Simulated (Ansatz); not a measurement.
**SiGeH₅− (SMILES [SiH2-][GeH3]): one structure at several levels**

One table from this session's results is given with a row withheld; the runs are named, their logs left out.

Computed with Ansatz 0.2.0, Gaussian basis. Level: single points in def2-TZVPPD.

Cores are frozen in the correlated methods. Filled d shells of the heavier atoms are correlated.

## Starting geometry

SMILES `[SiH2-][GeH3]`, 7 atoms, charge -1, spin multiplicity 1.

Atoms are counted from 1 here; the program's logs count them from 0.

Bond lengths: Si1–Ge2 2.387 Å, Si1–H3 1.572 Å, Si1–H4 1.576 Å, Ge2–H5 1.602 Å, Ge2–H6 1.720 Å, Ge2–H7 1.623 Å. Angles: Ge2–Si1–H3 106.8°, Ge2–Si1–H4 102.9°, H3–Si1–H4 93.6°, Si1–Ge2–H5 114.1°, Si1–Ge2–H6 141.8°, Si1–Ge2–H7 106.8°, H5–Ge2–H6 88.5°, H5–Ge2–H7 98.8°, H6–Ge2–H7 99.2°.

Geometry (Å):

```xyz
7
GeH5Si
Si    0.07850   -1.58620   -0.34620
Ge    0.18300    0.77020    0.02000
H     0.05680   -2.26450    1.07160
H    -1.45690   -1.83410   -0.59780
H     0.02090    1.64680   -1.31150
H    -0.58680    2.03740    0.89220
H     1.73020    1.12260    0.36240
```

The first run:

run/in.yaml reads:

```yaml
crystal:
  periodic: [false, false, false]
  atoms:
    - {symbol: Si, position_ang: [0.078500, -1.586200, -0.346200]}
    - {symbol: Ge, position_ang: [0.183000, 0.770200, 0.020000]}
    - {symbol: H, position_ang: [0.056800, -2.264500, 1.071600]}
    - {symbol: H, position_ang: [-1.456900, -1.834100, -0.597800]}
    - {symbol: H, position_ang: [0.020900, 1.646800, -1.311500]}
    - {symbol: H, position_ang: [-0.586800, 2.037400, 0.892200]}
    - {symbol: H, position_ang: [1.730200, 1.122600, 0.362400]}
basis:
  gaussian: {orbitals: "def2-TZVPPD.json"}
total_charge: -1
correlation: {method: ccsd_t}
output: {forces: true}
```

The basis file named in the input lies beside it (Basis Set Exchange, JSON).

No record of the launch command was kept for these runs.

Steps of the session up to this table: CCSD(T)/def2-TZVPPD; PBE0-D4/def2-TZVPPD; wB97M-V/def2-TZVPPD; r2SCAN-D4/def2-TZVPPD; PBE-D4/def2-TZVPPD; BHLYP-D4/def2-TZVPPD; wB97X-V/def2-TZVPPD.

One of the session's tables, all rows but one given; the rest of the session is left out.

```
   method  RMS force component (eV/Å)  angle to CCSD(T) forces (°)
  CCSD(T)                       0.716                    reference
  PBE0-D4                       0.647                          1.9
  wB97M-V                       0.719                          2.2
r2SCAN-D4                           ?                            ?
   PBE-D4                       0.545                          8.1
 BHLYP-D4                       0.774                          4.0
  wB97X-V                       0.725                          1.9
```

Q: Estimate the row for r2SCAN-D4 from the others.

**Answer.** RMS force component (eV/Å): 0.635; angle to CCSD(T) forces (°): 2.4. In the column «RMS force component (eV/Å)» it lies between PBE-D4 (0.545) and PBE0-D4 (0.647).
